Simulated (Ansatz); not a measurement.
# La (Lanthanum): the cost of one run

Method: DFT PBEsol, frozen-core PAW, scalar-relativistic unless said, in Ansatz 0.2.0.

1 further run of the same task is left out (it didn't finish). Runs told in other sessions of the task aren't counted.

## Step 1: Starting point

It takes space group P6_3/mmc (No. 194, hexagonal). Conventional cell: a = 3.750 Å, b = 3.750 Å, c = 6.070 Å, α = 90.00°, β = 90.00°, γ = 120.00°. Around La (site symmetry -6m2) lie 12 La at 3.73 to 3.75 Å.

As a file:

```cif
data_structure
_symmetry_space_group_name_H-M 'P 1'
_symmetry_Int_Tables_number 1
_cell_length_a 3.7500
_cell_length_b 3.7500
_cell_length_c 6.0700
_cell_angle_alpha 90.000
_cell_angle_beta 90.000
_cell_angle_gamma 120.000
_cell_volume 73.92
loop_
_atom_site_label
_atom_site_type_symbol
_atom_site_fract_x
_atom_site_fract_y
_atom_site_fract_z
_atom_site_occupancy
La1 La 0.33333 0.66667 0.25000 1
La2 La 0.66667 0.33333 0.75000 1
```

Cartesian axes are those of the input's lattice vectors. The structure goes back to a database entry.

## Step 2: Cell and atoms relaxed, PAW

input.yaml reads:

```yaml
crystal:
  lattice:
    - [3.75, 0.0, 0.0]
    - [-1.875, 3.24759526419, 0.0]
    - [0.0, 0.0, 6.07]
  atoms:
    - { symbol: La, position: [0.333333333333, 0.666666666667, 0.25] }
    - { symbol: La, position: [0.666666666667, 0.333333333333, 0.75] }
kpoints:
  mp_grid: { grid: [12, 12, 8] }
scf:
  occupations: { method: fermi_dirac, width: 0.1 }
hamiltonian:
  xc: pbesol
  pseudopotentials: { kind: paw }
relax:
  f_tol: 0.002
  max_steps: 80
  cell: {}
output:
  forces: true
  stress: true
```

Started as:

```
ansatz run input.yaml --threads 1 --pin off --max-ram 3072MiB --backend cpu --events-out ev --progress --plain --runs-dir out
```

What time and memory should one allow on 1 thread of Intel Xeon Platinum 8488C (Sapphire Rapids), shared host?

About 22 s, with a peak of 0.48 GiB.
